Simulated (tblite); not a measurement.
# How the settings of tblite move a run on CeO₂

Simulated with tblite 0.8.0. This is a test of settings. The cell began as a database structure and was relaxed with r2SCAN in plane waves (Ansatz 0.2.0). All runs are without spin polarisation, and a magnetic state may lie lower.

Space group Fm-3m (No. 225), cubic; a = 5.437 Å in the conventional setting, 13.40 Å³ an atom. Ce has 8 O at 2.35 Å; O has 4 Ce at 2.35 Å.

The base run uses GFN1-xTB on a cluster of 96 atoms.

```python
import json
from ase import Atoms
from ase.build import make_supercell
from ase.units import Bohr, GPa, Hartree
from tblite.interface import Calculator

atoms = Atoms(['Ce', 'O', 'O'],
              cell=[[0.0, 2.71864962, 2.71864962], [2.71864962, 0.0, 2.71864962], [2.71864962, 2.71864962, 0.0]],
              scaled_positions=[[0.0, 0.0, 0.0], [0.25, 0.25, 0.25], [0.75, 0.75, 0.75]],
              pbc=True)
cluster = make_supercell(atoms, [[-2, 2, 2], [2, -2, 2], [2, 2, -2]])
calc = Calculator('GFN1-xTB', cluster.numbers, cluster.positions / Bohr, lattice=cluster.cell[:] / Bohr, periodic=cluster.pbc)
calc.set('temperature', 0.02 / Hartree)
calc.set('max-iter', 150)
res = calc.singlepoint()
levels = res.get('orbital-energies') * Hartree
nv = round(res.get('orbital-occupations').sum() / 2)
cells = len(cluster) // len(atoms)
out = {'energy_per_cell': res.get('energy') * Hartree / cells, 'homo': levels[nv - 1], 'lumo': levels[nv],
       'stress': (-res.get('virial') * Hartree / cluster.get_volume() / GPa).tolist(), 'charges': res.get('charges')[:len(atoms)].tolist(), 'electrons': 2 * nv / cells}
json.dump(out, open('results.json', 'w'))
for key, value in out.items():
    print(key, value)
```

Command: `python run.py`. It took 8.1 s on 1 thread of Arm Neoverse V1, with other jobs on the host, peak memory 0.13 GiB.

It converged with no gap at the points read and a pressure of -2094.97 GPa (positive in compression). xTB was fitted to molecules, so gaps, charges and pressures of solids can be far off.

Each further run moved one setting: temperature (electronic temperature in eV); mixer-damping (damping of the charge mixer); accuracy (scale of the thresholds); charge (charge of the whole cluster); cluster (size of the cluster in conventional cells). Changes are from the base run, which isn't itself converged in every setting; energies of another Hamiltonian, functional, basis or charge aren't compared, and those at a high electronic temperature are mostly its entropy term.

| setting | how it ended | gap change (eV) | energy change (meV/atom) | pressure change (GPa) | time (s) |
| --- | --- | --- | --- | --- | --- |
| temperature = 0.1 | converged | 0.00 | -32.5 | 4.70 | 7.7 |
| mixer-damping = 0.1 | converged | 0.00 | 0.0 | 0.00 | 7.4 |
| accuracy = 10.0 | converged | 0.00 | 3.7 | 0.53 | 5.8 |
| charge = 2.0 (poor on purpose) | converged | – | – | – | 7.9 |
| cluster = 1x1x1 (poor on purpose) | converged | 0.00 | -25380.3 | 3299.25 | 1.2 |

mixer-damping = 0.1 changes nothing that matters here.

Spin-orbit coupling is left out.
